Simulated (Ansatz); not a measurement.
# CH₈O₂Si₂: one species, many methods

How much do the methods differ for CH₈O₂Si₂? The plan is to run it at one geometry with functionals of several rungs and with coupled cluster. The yardstick is the atomisation energy at the CCSD(T) limit.

Program: Ansatz 0.2.0, Gaussian basis. Level of theory: functionals in def2-TZVPP, the program's frozen cores in correlated methods. These are calculated values, not measurements.

Levels to be run: PBE-D4, r2SCAN-D4, PBE0-D4, B3LYP-D4, ωB97X-V, ωB97M-V, B2PLYP; CCSD(T)/def2-TZVPP; MP2/def2-QZVPP; extrapolation to the limit.

## 1. The relaxed structure

All runs share one geometry, relaxed beforehand with PBE0-D4 in a triple-zeta def2 set.

13 atoms, charge 0, spin multiplicity 1.

Atoms are counted from 1 here; the program's logs count them from 0.

Bond lengths: C1–Si2 1.880 Å, C1–H6 1.092 Å, C1–H7 1.092 Å, C1–H8 1.093 Å, Si2–Si3 2.345 Å, Si2–H9 1.492 Å, Si2–H10 1.491 Å, Si3–O4 1.651 Å, Si3–O5 1.651 Å, Si3–H11 1.487 Å, O4–H12 0.958 Å, O5–H13 0.959 Å. Angles: Si2–C1–H6 110.3°, Si2–C1–H7 110.9°, Si2–C1–H8 111.1°, H6–C1–H7 108.4°, H6–C1–H8 108.2°, H7–C1–H8 107.9°, C1–Si2–Si3 111.1°, C1–Si2–H9 110.1°, C1–Si2–H10 110.1°, Si3–Si2–H9 109.1°, Si3–Si2–H10 109.0°, H9–Si2–H10 107.4°, Si2–Si3–O4 113.2°, Si2–Si3–O5 103.9°, Si2–Si3–H11 114.6°, O4–Si3–O5 112.2°, O4–Si3–H11 102.7°, O5–Si3–H11 110.6° and more.

## 2. PBE-D4 (GGA)

Input file in.yaml:

```yaml
crystal:
  periodic: [false, false, false]
  atoms:
    - {symbol: C, position_ang: [-1.866410, 0.717513, -0.142092]}
    - {symbol: Si, position_ang: [-0.232368, 0.966253, 0.752776]}
    - {symbol: Si, position_ang: [1.366609, -0.591512, 0.035879]}
    - {symbol: O, position_ang: [0.977392, -2.148106, 0.425647]}
    - {symbol: O, position_ang: [1.443338, -0.357973, -1.596866]}
    - {symbol: H, position_ang: [-1.723190, 0.793231, -1.221993]}
    - {symbol: H, position_ang: [-2.595129, 1.471745, 0.162478]}
    - {symbol: H, position_ang: [-2.289577, -0.265517, 0.077549]}
    - {symbol: H, position_ang: [-0.427450, 0.824659, 2.224714]}
    - {symbol: H, position_ang: [0.285172, 2.341529, 0.502167]}
    - {symbol: H, position_ang: [2.710708, -0.428100, 0.650735]}
    - {symbol: H, position_ang: [0.107274, -2.461450, 0.174279]}
    - {symbol: H, position_ang: [2.128931, -0.823472, -2.079973]}
basis:
  gaussian: {orbitals: def2-TZVPP}
hamiltonian: {xc: pbe, dispersion: d4}
output: {forces: true, orbitals: {seedname: orbitals}}
```

Started as:

```
> ansatz run in.yaml --threads 4 --pin off --events-out ev --progress --plain --max-ram 10444MiB
```

Further steps of the session: r2SCAN-D4 (meta-GGA); PBE0-D4 (hybrid); B3LYP-D4 (hybrid); ωB97X-V (range-separated); ωB97M-V (range-separated); B2PLYP (double hybrid); CCSD(T) in def2-TZVPP; MP2 in def2-QZVPP.

Before running them: what should the planned runs give, taken together? Wanted: atomisation energy, CCSD(T)/CBS; farthest; mean size of error, hybrid; mean size of error, range-separated; gap, smallest and largest; T1 diagnostic; triples share of the correlation energy.

The runs gave:

| quantity | value |
| --- | --- |
| atomisation energy, CCSD(T)/CBS | 1122.1 kcal/mol |
| functionals within 5.6 kcal/mol (0.5 %) | PBE-D4, r2SCAN-D4, ωB97X-V, ωB97M-V |
| farthest | B2PLYP (-18.5 kcal/mol) |
| mean size of error, hybrid | 11.2 kcal/mol |
| mean size of error, range-separated | 1.3 kcal/mol |
| gap, smallest and largest | 5.36 eV (PBE-D4), 11.64 eV (ωB97X-V) |
| T1 diagnostic | 0.0119 |
| triples share of the correlation energy | 3.4 % |

What this shows: PBE-D4 is off by +0.3 kcal/mol. Double hybrids carry the basis error of their MP2 part in triple zeta, and no dispersion term here, so their miss is partly the set-up's. The reference freezes the cores and leaves out relativity and excitations past (T), so misses under about 5.6 kcal/mol can't be ranked. Hartree-Fock recovers 73 % of the binding; the rest is correlation. The gap grows from 5.4 to 11.6 eV across the functionals, mostly with the share of exact exchange.
